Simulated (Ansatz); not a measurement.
# Mg (Im-3m): the volume at zero pressure

Aim: the volume at which the pressure of Mg (Im-3m) vanishes. The run doesn't test whether this is the element's stable form.

This is Mg in the bcc structure; at room conditions it is hcp.

Computed with Ansatz 0.2.0 (DFT PBEsol, scalar-relativistic, plane waves, PAW, unless a step's input says otherwise).

### 1 The structure to begin with

Symmetry: Im-3m, No. 229, cubic system. Conventional cell: a = 3.546 Å, b = 3.546 Å, c = 3.546 Å, α = 90.00°, β = 90.00°, γ = 90.00°. Mg (site symmetry m-3m) has 8 Mg at 3.07 Å as nearest neighbours.

As a file:

```
CELL_PARAMETERS angstrom
-1.77276 1.77276 1.77276
1.77276 -1.77276 1.77276
1.77276 1.77276 -1.77276
ATOMIC_POSITIONS crystal
Mg 0.00000 0.00000 0.00000
```

### 2 First run, at the start cell

Input file input.yaml:

```yaml
crystal:
  lattice:
    - [-1.7727644967, 1.7727644967, 1.7727644967]
    - [1.7727644967, -1.7727644967, 1.7727644967]
    - [1.7727644967, 1.7727644967, -1.7727644967]
  atoms:
    - { symbol: Mg, position: [0.0, 0.0, 0.0] }
basis:
  ecutwfc: 420
  ecutrho_ratio: 4
kpoints:
  mp_grid: { grid: [18, 18, 18] }
hamiltonian:
  xc: pbesol
scf:
  occupations: { method: gaussian, width: 0.05 }
output:
  forces: true
  stress: true
  eigenvalues: true
```

On the command line:

```bash
> ansatz run input.yaml --threads 1 --pin off --max-ram 2560MiB --backend cpu --events-out ev --progress --plain --runs-dir out
```

After this run come: A new volume, run 2; Next volume, run 3.

What does the calculation give? Wanted: volume; pressure; conventional cell; gap on the mesh.

The runs gave:

```
         quantity                                                                      value
           volume                                                             22.494 Å³/atom
         pressure                                                                   0.00 GPa
conventional cell  a = 3.557 Å, b = 3.557 Å, c = 3.557 Å, α = 90.00°, β = 90.00°, γ = 90.00°
  gap on the mesh                                                               none (metal)
```

The volume went from 22.29 to 22.49 Å³/atom (+0.9 %), where 0.00 GPa is left.
